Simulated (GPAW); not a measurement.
Write an ASE script for GPAW 26.7.0 that does the following.

| Property | Result |
| --- | --- |
| Task | relaxation of cell and atoms |
| Functional | BLYP |
| Dispersion | D3M(BJ) |
| Potentials or basis | PAW data sets generated in the run's folder for this functional |
| Cutoff | 600 eV |
| Basis | pw |
| k mesh | 7 × 7 × 6 |
| Occupations | fermi-dirac, width 0.05 eV |
| Spin | no spin polarisation |
| Eigensolver | davidson |
| Maxiter | 150 |
| Optimizer | BFGS |
| Fmax | 0.02 eV/Å |
| Max steps | 60 |
| Convergence | density=1e-05 forces=0.0001 |

Crystal: SiSe.

```xyz
2
Lattice="3.5952 0.0000 0.0000 -1.7976 3.1135 0.0000 0.0000 0.0000 3.5987" Properties=species:S:1:pos:R:3 pbc="T T T"
Si    1.7976    1.0378    1.7994
Se    0.0000    0.0000    0.0000
```

The cell was built by a generator and needn't be a form met in nature.

These files were run (other wordings do the same):

run.py

```python
from ase import Atoms
from ase.calculators.mixing import SumCalculator
from ase.filters import FrechetCellFilter
from ase.io import write
from ase.optimize import BFGS
from dftd3.ase import DFTD3
from gpaw import GPAW, PW, setup_paths

setup_paths.insert(0, '.')

atoms = Atoms(['Si', 'Se'],
              cell=[[3.5951980377, 0.0, 0.0],
                    [-1.7975990189, 3.1135328323, 0.0],
                    [0.0, 0.0, 3.59873]],
              scaled_positions=[[0.66667, 0.33333, 0.5],
                                [0.0000033333, -0.0000033333, 0.0]],
              pbc=True)

calc = GPAW(mode=PW(600),
            xc='BLYP',
            kpts={'size': (7, 7, 6), 'gamma': True},
            occupations={'name': 'fermi-dirac', 'width': 0.05},
            nbands=13,
            convergence={'density': 1e-05, 'forces': 0.0001},
            eigensolver='davidson',
            maxiter=150,
            txt='gpaw.txt')
atoms.calc = SumCalculator([calc, DFTD3(method='blyp', damping='d3bjm')])
opt = BFGS(FrechetCellFilter(atoms), trajectory='relax.traj', logfile='-')
done = opt.run(fmax=0.02, steps=60)
calc.write('gs.gpw')
write('result.traj', atoms)
print('Converged:', done)
print('Cell:', atoms.cell.cellpar().round(4))
print('Volume:', round(atoms.get_volume(), 4))
print(atoms.get_scaled_positions().round(5))
```

Potentials or basis: PAW data sets generated in the run's folder for this functional, pw.

Run with:

```bash
$ gpaw-setup -f BLYP Se Si
$ OMP_NUM_THREADS=1 python run.py
```

It gave:

| Item | Value |
| --- | --- |
| Relaxed volume | 19.98 Å³/atom |
| Relaxed cell | a = 3.586 Å, b = 3.586 Å, c = 3.588 Å, α = 90.00°, β = 90.00°, γ = 120.00° |
| Space group after relaxing (to 0.05 Å) | P-6m2 (No. 187) |
| Energy gained by relaxing | 0.3 meV/atom |
| Ionic steps | 4 |
| Pressure after relaxing | 0.0 GPa |
| Band gap on the k mesh | none (metal or under the smearing width) |
| Dispersion energy per atom | -0.834 eV |

Caveat: later steps reuse the first step's grids; pairwise dispersion overbinds metals, which lowers pressure and volume.

It took 28 s on 1 thread of AMD EPYC 9R45 96-Core Processor (Zen 5) (shared host), peak memory 0.25 GiB.
